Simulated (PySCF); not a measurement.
# Ways to converge the SCF of IrO2⁻ (triplet)

Do solver options change the result for IrO2⁻ (triplet), or only the number of cycles?

The runs use PySCF 2.14.0; each script names its method and basis.

3 further runs of the same task are left out: 3 that didn't finish.

### Step 1. The system as given

IrO2⁻ (triplet): 3 atoms, charge -1, spin multiplicity 3.

Bond lengths: Ir1–O2 1.818 Å, Ir1–O3 1.818 Å. Angles: O2–Ir1–O3 134.3°.

Geometry (Å):

```xyz
3
IrO2
Ir    0.0000    0.0000   -0.1004
O     1.6756    0.0000    0.6057
O    -1.6756    0.0000    0.6057
```

### Step 2. The run that the others are compared with

File input.py:

```python
from pyscf import gto, dft

mol = gto.M(
    atom='Ir 0 0 -0.1004; O 1.6756 0 0.6057; O -1.6756 0 0.6057',
    basis='lanl2dz',
    ecp={'Ir': 'lanl2dz'},
    charge=-1,
    spin=2,
    verbose=4,
)
mf = dft.UKS(mol, xc='pbesol')
mf.level_shift = 0.3
mf = mf.newton()
mf.kernel()
mf.dip_moment()
print('orbital energies (hartree):', [e[max(0, n-3):n+3].round(4) for e, n in zip(mf.mo_energy, mol.nelec)])
```

Run with:

```
$ OMP_NUM_THREADS=1 python input.py
```

The log of this run is left out.

In short: E(SCF) = -254.296408 Eh, 7 macro-iterations, ⟨S²⟩ = 2.002.

The dipole of an ion depends on the origin. No search for the lowest state was made; open d or f shells can end in a higher solution. The triplet is typed in the script; nothing here shows that it is the ground state.

### Step 3. Level shift 5 hartree

Variant 1 changes level shift: 0.3 hartree → 5 hartree.

File input.py:

```python
from pyscf import gto, dft

mol = gto.M(
    atom='Ir 0 0 -0.1004; O 1.6756 0 0.6057; O -1.6756 0 0.6057',
    basis='lanl2dz',
    ecp={'Ir': 'lanl2dz'},
    charge=-1,
    spin=2,
    verbose=4,
)
mf = dft.UKS(mol, xc='pbesol')
mf.level_shift = 5.0
mf = mf.newton()
mf.kernel()
mf.dip_moment()
print('orbital energies (hartree):', [e[max(0, n-3):n+3].round(4) for e, n in zip(mf.mo_energy, mol.nelec)])
```

Run with:

```
$ OMP_NUM_THREADS=1 python input.py
```

### Step 4. Damping 0.2

Variant 2 changes damping: none → 0.2.

input.py, as its differences from that of step 2:

```diff
@@ -12,2 +12,4 @@
 mf.level_shift = 0.3
+mf.damp = 0.2
+mf.diis_start_cycle = 8
 mf = mf.newton()
```

Q: Predict the outcome of this session. Wanted: for each run, E(SCF); from base; gap, α spin.

The runs gave:

```
                  run  E(SCF) (hartree)  from base (eV)   cycles  gap, α spin (eV)
                 base       -254.296408               0  7 macro             -1.28
level shift 5 hartree       -254.296408          0.0000  7 macro             -1.28
          damping 0.2       -254.296408          0.0000  7 macro             -1.28
```

Distance from each run's final energy (log10 hartree) by cycle:

```
                  run  cycle 1  cycle 2  cycle 3  cycle 5  cycle 8  cycle 12
                 base      0.2     -0.2     -0.9     -9.0     done      done
level shift 5 hartree      0.2     -0.2     -0.9     -9.0     done      done
          damping 0.2      0.2     -0.2     -0.9     -9.0     done      done
```

**Reading.** The highest filled level of this anion is positive: the basis lacks diffuse functions or the electron is not bound, so these numbers hang on the basis. No change of the SCF energy comes from level shift 5 hartree or damping 0.2. The cycles with level shift 5 hartree or damping 0.2 repeat those of the base digit for digit, so the setting never acted.
